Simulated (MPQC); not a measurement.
**InH3S (SMILES [SH][InH2]), run twice**

Aim: a single-point energy of InH3S at UBHLYP/3-21G.

The calculation is run with MPQC 2.3.1.

4 further runs of the same task are left out: 4 set aside as unsound or not needed.

## 1. The system as given

InH3S: 5 atoms, total charge 0, spin state singlet. As SMILES, `[SH][InH2]`. Geometry: a GFN2-xTB relaxation, a rough one for these elements and not checked as a minimum.

Bond lengths: S1–In2 2.400 Å, S1–H3 1.332 Å, In2–H4 1.723 Å, In2–H5 1.720 Å. Angles: S1–In2–H4 119.0°, S1–In2–H5 123.4°, In2–S1–H3 90.5°, H4–In2–H5 117.6°.

## 2. Try one

File job.in:

```
% H3InS
molecule<Molecule>: (
  symmetry = auto
  unit = angstrom
  { atoms geometry } = {
    S  [ 1.196450      -0.967990       0.963710 ]
    In [ -0.135200       0.586020      -0.290750 ]
    H  [ 0.245790      -1.893590       0.850200 ]
    H  [ -1.659960       0.072510      -0.907240 ]
    H  [ 0.352930       2.203050      -0.615920 ]
  }
)
basis<GaussianBasisSet>: (
  name = "321G"
  molecule = $:molecule
  basisdir = "."
  puream = no
)
mpqc: (
  checkpoint = no
  savestate = no
  restart = no
  do_energy = yes
  do_gradient = no
  optimize = no
  mole<UKS>: (
    molecule = $:molecule
    basis = $:basis
    total_charge = 0
    multiplicity = 1
    memory = 1000000000
    print_evals = yes
    maxiter = 93
    functional<SumDenFunctional>: (
      a0 = 0.5
      coefs = [ 0.5 0.5 1 ]
      funcs: [ <SlaterXFunctional>: () <Becke88XFunctional>: () <LYPCFunctional>: () ]
    )
    integrator<RadialAngularIntegrator>: ( grid = medium )
  )
)
```

On the command line:

```console
$ mpqc job.in > job.out
```

Output:

```text
MPQC: Massively Parallel Quantum Chemistry
                                   Version 2.3.1

  Using IntegralV3 by default for molecular integrals evaluation

  Molecule: setting point group to c1
  GaussianBasisSet::count_shells_ couldn't find ":basis:sulfur:321G":
  PrefixKeyVal: error: "The keyword was not found."
    prefix:
      "basis"
    keyval:
    ParsedKeyVal: error: "The keyword was not found."
ERROR: EXCEPTION RAISED:
GaussianBasisSet::count_shells_ -- couldn't find the basis set
terminate called after throwing an instance of 'std::runtime_error'
```

Run time: 0.08 s. Hardware: 1 thread of Arm Neoverse V2, shared host.

## 3. Diagnosis

The input was rejected.

The log says `GaussianBasisSet::count_shells_ -- couldn't find the basis set`. The fault: the input names a basis that the program doesn't know. To mend it: basis set 3-21G in place of 321G.

## 4. Second attempt

File mol.in:

```
molecule<Molecule>: (
    symmetry = auto
    unit = angstrom
    { atoms geometry } = {
        S  [ 1.196450 -0.967990 0.963710 ]
        In [ -0.135200 0.586020 -0.290750 ]
        H  [ 0.245790 -1.893590 0.850200 ]
        H  [ -1.659960 0.072510 -0.907240 ]
        H  [ 0.352930 2.203050 -0.615920 ]
    }
)
basis<GaussianBasisSet>: (
    name = "3-21G"
    molecule = $:molecule
    basisdir = "."
    puream = no
)
mpqc: (
    checkpoint = no
    savestate = no
    restart = no
    do_energy = yes
    do_gradient = no
    optimize = no
    mole<UKS>: (
        molecule = $:molecule
        basis = $:basis
        total_charge = 0
        multiplicity = 1
        memory = 1000000000
        print_evals = yes
        maxiter = 100
        functional<SumDenFunctional>: (
            a0 = 0.5
            coefs = [ 0.5 0.5 1 ]
            funcs: [ <SlaterXFunctional>: () <Becke88XFunctional>: () <LYPCFunctional>: () ]
        )
        integrator<RadialAngularIntegrator>: ( grid = medium )
    )
)
```

The basis set 3-21G is read from a file made from the Basis Set Exchange's data (not shown).

On the command line:

```console
$ mpqc -o mol.out mol.in
```

Output, cut to the lines that bear on the results:

```text
MPQC: Massively Parallel Quantum Chemistry
[...]
  USCF::init: total charge = 0
[...]
  WARNING: BeckeIntegrationWeight usually uses the atomic maximum
           probability radius, however this is not available for
[...]
  Integrated electron density error = -0.000010889676
  iter     1 energy = -6105.7484147042 delta = 4.68700e-01
[...]
  Integrated electron density error = 0.000043271005
  iter    16 energy = -6115.5930024937 delta = 1.87736e-05
  Integrated electron density error = 0.000043272691
  iter    17 energy = -6115.5930025317 delta = 8.83796e-06
  Integrated electron density error = 0.000043273431
  iter    18 energy = -6115.5930025406 delta = 4.11657e-06
  Integrated electron density error = 0.000043273696
  iter    19 energy = -6115.5930025427 delta = 1.91307e-06
[...]
  <S^2>      = -0.000000
  total scf energy = -6115.5930025427
Value of the MolecularEnergy: -6115.5930025427
[...]
        symmetry = c1
[...]
        nbasis = 52
[...]
      nalpha = 34
      nbeta = 34
[...]
```

It took 11 s on 1 thread of Arm Neoverse V2, shared host; peak memory 0.15 GiB.

## 5. Summary of results

Level: UBHLYP/3-21G.

```
    quantity           value
total energy  -6115.59300 Eh
```

What this shows: Relativity is left out although the molecule holds a heavy atom.
